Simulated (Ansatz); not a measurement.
Input:

```yaml
crystal:
  lattice:
    - [7.67918, 0.0, 0.0]
    - [3.83959, 6.650365, 0.0]
    - [0.0, 0.0, 18.418765]
  atoms:
    - { symbol: H, position: [0.1666667, 0.1666667, 0.0542925] }
    - { symbol: H, position: [0.6666667, 0.1666667, 0.0542925] }
    - { symbol: H, position: [0.1666667, 0.6666667, 0.0542925] }
    - { symbol: H, position: [0.6666667, 0.6666667, 0.0542925] }
    - { symbol: Si, position: [0.1666667, 0.1666667, 0.1357311] }
    - { symbol: Si, position: [0.6666667, 0.1666667, 0.1357311] }
    - { symbol: Si, position: [0.1666667, 0.6666667, 0.1357311] }
    - { symbol: Si, position: [0.6666667, 0.6666667, 0.1357311] }
    - { symbol: Si, position: [-0.1666667, 0.3333333, 0.178283] }
    - { symbol: Si, position: [0.3333333, 0.3333333, 0.178283] }
    - { symbol: Si, position: [-0.1666667, 0.8333333, 0.178283] }
    - { symbol: Si, position: [0.3333333, 0.8333333, 0.178283] }
    - { symbol: Si, position: [-0.1666667, 0.3333333, 0.3059386] }
    - { symbol: Si, position: [0.3333333, 0.3333333, 0.3059386] }
    - { symbol: Si, position: [-0.1666667, 0.8333333, 0.3059386] }
    - { symbol: Si, position: [0.3333333, 0.8333333, 0.3059386] }
    - { symbol: Si, position: [0.0, 0.0, 0.3484905] }
    - { symbol: Si, position: [0.5, 0.0, 0.3484905] }
    - { symbol: Si, position: [0.0, 0.5, 0.3484905] }
    - { symbol: Si, position: [0.5, 0.5, 0.3484905] }
    - { symbol: B, position: [0.0407558, 0.9080419, 0.4521891] }
    - { symbol: H, position: [-0.0394629, 0.8096315, 0.4618803] }
    - { symbol: H, position: [0.2193808, 0.8278269, 0.4618803] }
    - { symbol: H, position: [-0.0576504, 1.0866671, 0.4618803] }
basis:
  ecutwfc: 420.0
kpoints:
  mp_grid: { grid: [2, 2, 1] }
hamiltonian:
  xc: lda
  pseudopotentials: { kind: paw, azcp: { folder: soft_1 } }
scf:
  occupations: { method: fermi_dirac, width: 0.05 }
  lower_state_search: "off"
relax:
  f_tol: 0.03
  max_steps: 60
  adjacent_minimum: "off"
  constraints: [{ sites: [0, 1, 2, 3, 4, 5, 6, 7] }]
output:
  write_density: true
  write_potential: true
  elf: true
  volumetric_format: npy
```

Command:

```bash
$ ansatz run input.yaml --threads 1 --pin off --max-ram 3072MiB --backend cpu --events-out ev --progress --plain --runs-dir out
```

Hardware: 1 thread of Arm Neoverse V1, with other jobs on the host.

Q: Roughly how long does this run take, and how much memory?

A: 8.6 min, with a peak of 0.83 GiB, for 40 ionic steps.
